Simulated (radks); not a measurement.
# Ionisation of Fe: one atom, several choices of relativity

An exercise on one series of results from a longer session: the logs are not shown, and one member is left open.

The numbers are computed with radks (a radial shooting solver on a logarithmic mesh, Libxc functionals) version 1 (Kohn-Sham, PBE, spin-unpolarised, spherical densities), except any that are marked as measured or tabulated.

**The system**

* element: iron (Z = 26)
* charge: 0
* electrons: 26
* configuration: [Ar] 3d6 4s2
* ion: Fe⁺, [Ar] 3d6 4s1
* choices: non-relativistic; scalar-relativistic; Dirac, 2j+1 shares; Dirac, low j first; scalar-relativistic, finite nucleus; Dirac, 2j+1 shares, finite nucleus; Dirac, c × 2; Dirac, c × 1.5; Dirac, c × 3

Set-up of the first run:

Settings of this run:

```text
Z 26
configuration [Ar] 3d6 4s2
relativity non-relativistic
functional pbe,pbe
spin unpolarised
nucleus point
```

Steps of the session up to this table: non-relativistic: Fe.

One table of the session follows, with a row left open; its other results are not shown here.

It belongs to the step «non-relativistic: Fe». From the orbitals of this run (lengths in bohr):

```
level      <r>  outermost maximum (interpolated)  90 % within  nodes
   1s  0.05915                            0.0390        0.105      0
   2s   0.2700                             0.225        0.418      1
   2p   0.2367                             0.181        0.387      0
   3s   0.8195                             0.708         1.23      2
   3p        ?                                 ?            ?      ?
   3d    1.132                             0.710         2.00      0
   4s    3.025                              2.44         4.63      3
```

Estimate the missing values for 3p.

As computed: <r>: 0.8613; outermost maximum (interpolated): 0.716; 90 % within: 1.33; nodes: 1. In the column «<r>» it lies between 3s (0.8195) and 3d (1.132).

To keep in mind: Spin polarisation and multiplet splitting of open shells are left out at every level.
